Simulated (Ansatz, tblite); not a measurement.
**(HGaSe)4 cubane (Ga₄H₄Se₄): rung by rung**

Aim: run the singlet of (HGaSe)4 cubane (Ga₄H₄Se₄) at one geometry on many levels, and compare frontier levels, spin and run time.

Program: Ansatz 0.2.0, Gaussian basis. Level of theory: level and basis change from run to run. These are calculated values, not measurements.

The runs, in order: GFN1-xTB, GFN2-xTB, PBE-D4/def2-TZVP, r2SCAN-D4/def2-TZVP, HF/def2-TZVP, BHLYP-D4/def2-TZVP, r2SCANh-D4/def2-TZVP, PBE-D4/def2-SVP, PBE0-D4/def2-SVP, CCSD(T)/def2-SVP, MP2/def2-TZVP, RPA/def2-TZVP.

## Step 1: The geometry

The singlet was relaxed beforehand with PBE-D4/def2-SVP.

12 atoms, charge 0, spin multiplicity 1.

Bond lengths: Ga1–H2 1.568 Å, Ga1–Se3 2.505 Å, Ga1–Se6 2.505 Å, Ga1–Se9 2.505 Å, Se3–Ga4 2.505 Å, Se3–Ga10 2.505 Å, Ga4–H5 1.568 Å, Ga4–Se6 2.505 Å, Ga4–Se12 2.505 Å, Se6–Ga7 2.505 Å, Ga7–H8 1.568 Å, Ga7–Se9 2.505 Å, Ga7–Se12 2.505 Å, Se9–Ga10 2.505 Å, Ga10–H11 1.568 Å, Ga10–Se12 2.505 Å. Angles: H2–Ga1–Se3 118.8°, H2–Ga1–Se6 118.8°, H2–Ga1–Se9 118.8°, Se3–Ga1–Se6 98.8°, Se3–Ga1–Se9 98.8°, Se6–Ga1–Se9 98.8°, Ga1–Se3–Ga4 80.5°, Ga1–Se3–Ga10 80.5°, Ga4–Se3–Ga10 80.5°, Se3–Ga4–H5 118.8°, Se3–Ga4–Se6 98.8°, Se3–Ga4–Se12 98.8°, H5–Ga4–Se6 118.8°, H5–Ga4–Se12 118.8°, Se6–Ga4–Se12 98.8°, Ga1–Se6–Ga4 80.5°, Ga1–Se6–Ga7 80.5°, Ga4–Se6–Ga7 80.5° and more.

PBE0-D4/def2-TZVP was run before; its log isn't repeated, and its numbers join the tables.

## Step 2: GFN1-xTB

Tight binding, by tblite at 300 K electronic temperature and without a spin-polarisation term:

```python
tblite.interface.Calculator('GFN1-xTB', numbers, positions, charge=0, uhf=0).singlepoint()
```

Energy -575.6399 eV, HOMO -10.35 eV, LUMO -5.84 eV; 0.021 s.

## Step 3: GFN2-xTB

Tight binding, by tblite at 300 K electronic temperature and without a spin-polarisation term:

```python
tblite.interface.Calculator('GFN2-xTB', numbers, positions, charge=0, uhf=0).singlepoint()
```

Energy -537.7540 eV, HOMO -11.78 eV, LUMO -7.85 eV; 0.018 s.

## Step 4: PBE-D4/def2-TZVP

start.molden holds the orbitals of an earlier run on this state, given as this run's starting guess.

in.yaml reads:

```yaml
crystal:
  periodic: [false, false, false]
  atoms:
    - {symbol: Ga, position_ang: [-0.395869, 0.532398, 1.867975]}
    - {symbol: H, position_ang: [-0.709356, 0.953210, 3.345548]}
    - {symbol: Se, position_ang: [1.137958, 1.968373, 0.504052]}
    - {symbol: Ga, position_ang: [1.949784, -0.293042, -0.204752]}
    - {symbol: H, position_ang: [3.492057, -0.524575, -0.367137]}
    - {symbol: Se, position_ang: [0.688081, -1.687124, 1.450414]}
    - {symbol: Ga, position_ang: [-0.968672, -1.675527, -0.428581]}
    - {symbol: H, position_ang: [-1.734966, -3.000962, -0.767112]}
    - {symbol: Se, position_ang: [-2.290689, 0.344533, 0.240069]}
    - {symbol: Ga, position_ang: [-0.585238, 1.436192, -1.234630]}
    - {symbol: H, position_ang: [-1.047715, 2.572345, -2.211284]}
    - {symbol: Se, position_ang: [0.464627, -0.625802, -2.194555]}
basis:
  gaussian: {orbitals: def2-TZVP, fitting: {mean_field: def2-universal-jkfit}, initial_orbitals: start.molden}
hamiltonian: {xc: pbe, dispersion: d4}
scf: {omitted_lower_state_checks: [starts]}
output: {forces: true, orbitals: {seedname: orbitals}}
```

Command:

```
> ansatz run in.yaml --threads 2 --pin off --events-out ev --progress --plain --max-ram 32768MiB --backend cuda --devices 0, --max-vram 18GiB
```

The runs that follow: r2SCAN-D4/def2-TZVP; HF/def2-TZVP; BHLYP-D4/def2-TZVP; r2SCANh-D4/def2-TZVP; PBE-D4/def2-SVP; PBE0-D4/def2-SVP; CCSD(T)/def2-SVP; MP2/def2-TZVP; RPA/def2-TZVP.

**Question.** What will the summary of the whole plan be? Wanted: gap in def2-TZVP, functionals and Hartree-Fock, smallest and largest; correlation energy, CCSD(T)/def2-SVP; correlation energy, MP2/def2-TZVP; binding an atom, CCSD(T)/def2-SVP; PBE0 total energy, smallest basis above largest.

As calculated:

| quantity | value |
| --- | --- |
| gap in def2-TZVP, functionals and Hartree-Fock, smallest and largest | 4.11 eV (PBE-D4), 11.24 eV (HF) |
| correlation energy, CCSD(T)/def2-SVP | -49.79 eV |
| correlation energy, MP2/def2-TZVP | -54.14 eV |
| binding an atom, CCSD(T)/def2-SVP | 2.713 eV |
| PBE0 total energy, smallest basis above largest | 58.79 eV (def2-SVP, def2-TZVP) |

**Reading.** Orbital gaps of the functionals and Hartree-Fock in def2-TZVP span 4.11 eV (PBE-D4) to 11.24 eV (HF); exact exchange widens it. The functionals in def2-TZVP miss CCSD(T)/def2-SVP by +0.115 (BHLYP-D4) to +0.256 eV (r2SCAN-D4) an atom. The yardstick is in a double-zeta basis, so levels in larger sets aren't compared like for like. The reference is CCSD(T) in one finite basis, so it carries an error of its own, often a tenth of an eV or more, and near misses can't be ranked.
